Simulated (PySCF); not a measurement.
# C2H5GaSi (SMILES C#C[SiH2][GaH2]): levels of theory compared

Aim: a comparison of 3 runs (HF/ANO-RCC-MB, HF/ANO-RCC-VDZ, HF/ANO-RCC-VDZP) of C2H5GaSi. The job is set up through a Python script.

The calculation is run with PySCF 2.14.0.

## Step 1: The structure to begin with

C2H5GaSi has 9 atoms, charge 0, and is taken as a singlet. As SMILES, `C#C[SiH2][GaH2]`. The shape comes from GFN2-xTB, which is rough for such elements, and wasn't checked as a minimum.

Bond lengths: C1–C2 1.203 Å, C2–Si3 1.858 Å, Si3–Ga4 2.417 Å, C1–H5 1.053 Å, Si3–H6 1.481 Å, Si3–H7 1.482 Å, Ga4–H8 1.612 Å, Ga4–H9 1.622 Å. Some angles: C1–C2–Si3 177.1°, C2–Si3–Ga4 107.0°, C2–C1–H5 179.1°, C2–Si3–H6 106.4°, C2–Si3–H7 106.2°, Ga4–Si3–H6 114.2°, Ga4–Si3–H7 114.4°, Si3–Ga4–H8 127.8°, Si3–Ga4–H9 125.8°, H6–Si3–H7 108.1°.

## Step 2: The polarisability at HF/ANO-RCC-MB (sfX2C) (run 1)

Input file run.py:

```python
import numpy
from pyscf import gto, scf
from pyscf.prop.polarizability import rhf

mol = gto.M(
    atom=[
    ('C', (2.004580, -0.917610, -1.314450)),
    ('C', (1.318990, -0.151810, -0.688870)),
    ('Si', (0.196430, 0.963350, 0.284860)),
    ('Ga', (-1.814270, -0.293530, 0.751020)),
    ('H', (2.617500, -1.576590, -1.861070)),
    ('H', (-0.020190, 2.168490, -0.548450)),
    ('H', (0.957680, 1.367070, 1.490080)),
    ('H', (-2.135200, -1.825000, 0.362520)),
    ('H', (-3.125530, 0.265630, 1.524370)),
],
    max_memory=1860,
    basis='ano-rcc-mb',
    verbose=4,
)

mf = scf.RHF(mol)
mf = mf.sfx2c1e()
mf.conv_tol = 1e-10
mf.kernel()
if not mf.converged:
    mf = mf.newton().run(mf.mo_coeff, mf.mo_occ)

etot = mf.e_tot
print('E(%s) = %.9f' % ('HF', etot))
pol = rhf.Polarizability(mf)
alpha = pol.polarizability()
print('isotropic polarizability %.4f bohr^3' % (numpy.trace(alpha) / 3))
alpha_w = pol.polarizability_with_freq(freq=0.0774)
beta = pol.hyper_polarizability()
```

Started as:

```bash
$ OMP_NUM_THREADS=1 python run.py
```

The log of the run:

```text
PySCF version 2.14.0

[... 67 lines left out ...]
converged SCF energy = -2310.15736698491
[... 3 lines left out ...]
isotropic polarizability 48.9097 bohr^3
```

Run time: 12 s. Hardware: 1 thread of Arm Neoverse V1, shared host; peak memory 0.16 GiB.

## Step 3: The response to a field at HF/ANO-RCC-VDZ (sfX2C) (run 2)

Input file start.xyz:

```xyz
9
C2H5GaSi
C      2.004580    -0.917610    -1.314450
C      1.318990    -0.151810    -0.688870
Si     0.196430     0.963350     0.284860
Ga    -1.814270    -0.293530     0.751020
H      2.617500    -1.576590    -1.861070
H     -0.020190     2.168490    -0.548450
H      0.957680     1.367070     1.490080
H     -2.135200    -1.825000     0.362520
H     -3.125530     0.265630     1.524370
```

Input file input.py:

```python
import numpy
from pyscf import gto
from pyscf.prop.polarizability import rhf

molecule = gto.Mole()
molecule.atom = 'start.xyz'
molecule.max_memory = 1860
molecule.verbose = 3
molecule.basis = 'ano-rcc-vdz'
molecule.build()

calc0 = molecule.RHF()
calc0 = calc0.sfx2c1e()
calc0.conv_tol = 1e-10
calc0.kernel()
if not calc0.converged:
    calc0 = calc0.newton().run(calc0.mo_coeff, calc0.mo_occ)

e_final = calc0.e_tot
print('E = %.10f Eh' % e_final)
pol = rhf.Polarizability(calc0)
alpha = pol.polarizability()
print('isotropic polarizability %.4f bohr^3' % (numpy.trace(alpha) / 3))
alpha_w = pol.polarizability_with_freq(freq=0.0774)
beta = pol.hyper_polarizability()
```

Started as:

```bash
$ OMP_NUM_THREADS=1 python input.py
```

The log of the run:

```text
converged SCF energy = -2310.28201608474
E = -2310.2820160847 Eh
isotropic polarizability 70.7153 bohr^3
```

Wall time 25 s (1 thread of Arm Neoverse V1, shared host); peak memory 0.18 GiB.

## Step 4: The polarisability at HF/ANO-RCC-VDZP (sfX2C) (run 3)

Input file run.py:

```python
import numpy
from pyscf import gto, scf
from pyscf.prop.polarizability import rhf

mol = gto.M(
    atom='''
C        2.004580      -0.917610      -1.314450
C        1.318990      -0.151810      -0.688870
Si       0.196430       0.963350       0.284860
Ga      -1.814270      -0.293530       0.751020
H        2.617500      -1.576590      -1.861070
H       -0.020190       2.168490      -0.548450
H        0.957680       1.367070       1.490080
H       -2.135200      -1.825000       0.362520
H       -3.125530       0.265630       1.524370
''',
    charge=0,
    max_memory=1860,
    verbose=3,
    basis='ano-rcc-vdzp',
)

calc0 = scf.RHF(mol)
calc0 = calc0.sfx2c1e()
calc0.conv_tol = 1e-10
calc0.kernel()
if not calc0.converged:
    calc0 = calc0.newton().run(calc0.mo_coeff, calc0.mo_occ)

energy = calc0.e_tot
print('Final energy', energy)
pol = rhf.Polarizability(calc0)
alpha = pol.polarizability()
print('isotropic polarizability %.4f bohr^3' % (numpy.trace(alpha) / 3))
alpha_w = pol.polarizability_with_freq(freq=0.0774)
beta = pol.hyper_polarizability()
```

Started as:

```bash
$ OMP_NUM_THREADS=1 python run.py
```

The log of the run:

```text
converged SCF energy = -2310.36901511753
Final energy -2310.369015117532
isotropic polarizability 73.6300 bohr^3
```

Run time: 2.4 min. Hardware: 1 thread of Arm Neoverse V1, shared host; peak memory 0.29 GiB.

## Step 5: Overview of the runs

```tsv
run	level	energy (Eh)	dipole moment (D)	HOMO energy (eV)	LUMO energy (eV)	wall time
1	HF/ANO-RCC-MB (sfX2C)	-2310.157367	0.69	-10.95	0.15	12 s
2	HF/ANO-RCC-VDZ (sfX2C)	-2310.282016	0.31	-10.08	0.54	25 s
3	HF/ANO-RCC-VDZP (sfX2C)	-2310.369015	0.72	-10.02	0.69	2.4 min
```

## Step 6: Outcome

```
                                   quantity           value
                        run 3: total energy  -2310.36902 Eh
                       run 3: dipole moment          0.72 D
                         run 3: HOMO energy       -10.02 eV
                         run 3: LUMO energy         0.69 eV
                       run 3: HOMO–LUMO gap        10.70 eV
          run 3: mean static polarisability      73.6 bohr³
run 3: mean polarisability at ω = 0.0774 Eh      76.7 bohr³
```

What this shows: The dipole moment (its size) runs from 0.31 D (HF/ANO-RCC-VDZ) to 0.72 D (HF/ANO-RCC-VDZP). The HOMO–LUMO gap runs from 10.62 eV (HF/ANO-RCC-VDZ) to 11.10 eV (HF/ANO-RCC-MB). In run 1 the basis is minimal, so the values are rough. All runs together took 3 min, the longest 2.4 min.
